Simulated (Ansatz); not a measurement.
# Li: squeezing one contact

An exercise on one series of results from a longer session: the logs are not shown, and one member is left open.

Program: Ansatz 0.2.0. Level of theory: DFT r²SCAN, with the methods named in each step. These are calculated values, not measurements.

1 further run of the same task is left out (it didn't finish).

## The structure to begin with

Symmetry: R-3m, No. 166, trigonal system. The conventional cell has a = 3.101 Å, b = 3.101 Å, c = 22.765 Å, α = 90.00°, β = 90.00°, γ = 120.00°. Around Li (site symmetry -3m) lie 12 Li at 3.10 Å. Li (site symmetry 3m) is surrounded by 12 Li at 3.09 to 3.10 Å.

Coordinates:

```
Li
1.0
     1.55050    0.89518    7.58830
    -1.55050    0.89518    7.58830
     0.00000   -1.79036    7.58830
Li
3
Cartesian
  0.0000 0.0000 0.0000
  0.0000 0.0000 5.0538
  0.0000 0.0000 17.7111
```

Atoms are numbered in the order of the input: Li1, Li2, Li3.

The first run:

input.yaml

```yaml
crystal:
  lattice:
    - [1.5505, 0.8951815924, 7.5883]
    - [-1.5505, 0.8951815924, 7.5883]
    - [0.0, -1.7903631848, 7.5883]
  atoms:
    - { symbol: Li, position: [0.0, 0.0, 0.0] }
    - { symbol: Li, position: [0.222, 0.222, 0.222] }
    - { symbol: Li, position: [0.778, 0.778, 0.778] }
kpoints:
  mp_grid: { grid: [11, 11, 11] }
scf:
  occupations: { method: fermi_dirac, width: 0.05 }
hamiltonian:
  xc: r2scan
  pseudopotentials: { kind: paw }
output:
  forces: true
  stress: true
  eigenvalues: true
  efg: { contact_densities: true }
  populations: true
```

Launch:

```bash
$ ansatz run input.yaml --threads 1 --pin off --max-ram 3072MiB --backend cpu --events-out ev --progress --plain --runs-dir out
```

Among the steps run: Shortest bond scaled by 1, PAW; Shortest bond scaled by 1.1, PAW; Shortest bond scaled by 0.88, PAW; Shortest bond scaled by 0.76, PAW; Shortest bond scaled by 0.64, PAW; Shortest bond scaled by 0.64, PAW (source ansatz).

One of the session's tables, all rows but one given; the rest of the session is left out.

```
             method  length (Å)  F from the given length (eV/cell)  force along the bond (eV/Å)  pressure (GPa)  largest force (eV/Å)
                PAW       1.978                              0.759                        1.730            1.65                 1.815
                PAW       2.349                              0.287                        0.886            0.78                 0.963
                PAW       2.720                              0.063                        0.357            0.18                 0.402
                PAW       3.091                                  ?                            ?               ?                     ?
                PAW       3.400                              0.030                       -0.191            0.08                 0.224
PAW (source ansatz)       1.978                                  –                        1.729            1.66                 1.814
```

**Question.** Estimate the row for PAW, 3.091.

The run gave: F from the given length (eV/cell): 0.000; force along the bond (eV/Å): 0.009; pressure (GPa): -0.04; largest force (eV/Å): 0.011.
